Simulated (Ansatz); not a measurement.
Working through a projected density of states of Al2O3, space group P-6m2

Program: Ansatz 0.2.0, Python API.

Notebook, run cell by cell (the value of a cell's last expression is shown):

**Cell 1**
```python
import warnings

import ansatz
import numpy as np
```

**Cell 2**
```python
warnings.simplefilter("ignore", ansatz.DeckWarning)

system = (
    ansatz.Lattice.from_parameters(2.884325, 2.884325, 9.336754, alpha=90.0, beta=90.0, gamma=120.0)
    .atom("Al", [0.0, 0.0, 0.149992])
    .atom("Al", [0.0, 0.0, 0.850008])
    .atom("O", [1 / 3, 2 / 3, 0.222317])
    .atom("O", [2 / 3, 1 / 3, 0.0])
    .atom("O", [1 / 3, 2 / 3, 0.777683])
)
```

**Cell 3**
```python
system.resolved().sites[-1]
```
Output:
```text
Site(symbol='O', position=(0.3333333333333333, 0.6666666666666666, 0.777683), moment=None, axis=None, held=None, saved=None)
```

**Cell 4**
```python
calculation = system.calculation()
calculation = calculation.functional("PBEsol")
calculation = calculation.kpoints(12, 12, 2)
calculation = calculation.basis(510)
calculation = calculation.occupations(ansatz.OccupationsMethod.FIXED)
calculation = calculation.scf(extra_bands=16)
calculation = calculation.density_of_states(projected=True, energy_step=0.05)
done = calculation.run(threads=1, pin="off")
data = done.report
```

**Cell 5**
```python
[(site.symbol, site.position_frac.round(4).tolist()) for site in done.lattice.sites]
```
Output:
```text
[(<Element.AL: 'Al'>, [0.0, 0.0, 0.15]), (<Element.AL: 'Al'>, [0.0, 0.0, 0.85]),
 (<Element.O: 'O'>, [0.3333, 0.6667, 0.2223]), (<Element.O: 'O'>, [0.6667, 0.3333, 0.0]),
 (<Element.O: 'O'>, [0.3333, 0.6667, 0.7777])]
```

**Cell 6**
```python
dos = done.density_of_states()
energy = np.asarray(dos.energies_ev) - dos.fermi_ev
curves = {}
for site in done.projected_density_of_states().sites:
    for shell in site.shells:
        weight = sum(np.sum(curve.g_bin_mean_per_ev, axis=0) for curve in shell.curves)
        name = f"{site.species} {shell.label}"
        curves[name] = curves.get(name, 0) + weight
```

**Cell 7**
```python
print("E-EF   " + " ".join(f"{name:>8s}" for name in curves))
for e in np.arange(-10, 6 + 0.1, 0.5):
    print(f"{e:5.1f}  " + " ".join(f"{np.interp(e, energy, g):8.3f}" for g in curves.values()))
```
Output:
```text
E-EF      Al 3S    Al 3P     O 2S     O 2P
-10.0     0.000    0.000    0.000    0.000
 -9.5     0.000    0.000    0.000    0.000
 -9.0     0.000    0.000    0.000    0.000
 -8.5     0.000    0.000    0.000    0.000
 -8.0     0.000    0.000    0.000    0.000
 -7.5     0.000    0.000    0.000    0.000
 -7.0     0.000    0.000    0.000    0.000
 -6.5     0.000    0.000    0.000    0.000
 -6.0     0.004    0.001    0.001    0.014
 -5.5     0.758    0.382    0.092    3.029
 -5.0     0.277    0.202    0.151    1.636
 -4.5     0.051    0.041    0.026    0.310
 -4.0     0.063    0.178    0.054    0.925
 -3.5     0.090    0.190    0.057    1.287
 -3.0     0.091    0.237    0.061    1.791
 -2.5     0.069    0.426    0.078    3.526
 -2.0     0.053    0.386    0.051    4.858
 -1.5     0.004    0.096    0.015    2.444
 -1.0     0.011    0.059    0.029    3.799
 -0.5     0.009    0.058    0.034    4.451
  0.0     0.001    0.056    0.002    3.105
  0.5     0.000    0.000    0.000    0.000
  1.0     0.000    0.000    0.000    0.000
  1.5     0.000    0.000    0.000    0.000
  2.0     0.000    0.000    0.000    0.000
  2.5     0.000    0.000    0.000    0.000
  3.0     0.000    0.000    0.000    0.000
  3.5     0.000    0.000    0.000    0.000
  4.0     0.000    0.000    0.000    0.000
  4.5     0.000    0.000    0.000    0.000
  5.0     0.038    0.006    0.026    0.010
  5.5     0.053    0.019    0.042    0.024
  6.0     0.057    0.032    0.051    0.038
```

What to keep in mind:
- Semilocal gaps usually lie well under measured ones.
- With fixed filling the reported Fermi level is the top filled level among the k-points of the SCF.
- The crystal has a gap of about 4.76 eV on the mesh; bins of finite width blur the band edges.
- The structure comes from a database of computed cells and needn't be a stable or known phase.
- Curves are summed over the cell's atoms. Only shells that the potentials hold have channels, so projections don't add up to the total, least of all where a shell is missing (p of most metals); heights and places of peaks move with the mesh.
- The density of states is complete only as far up as bands were computed.
- Finished in 16 s on 1 thread of Arm Neoverse N1, with other jobs on the host, peak memory 0.43 GiB.
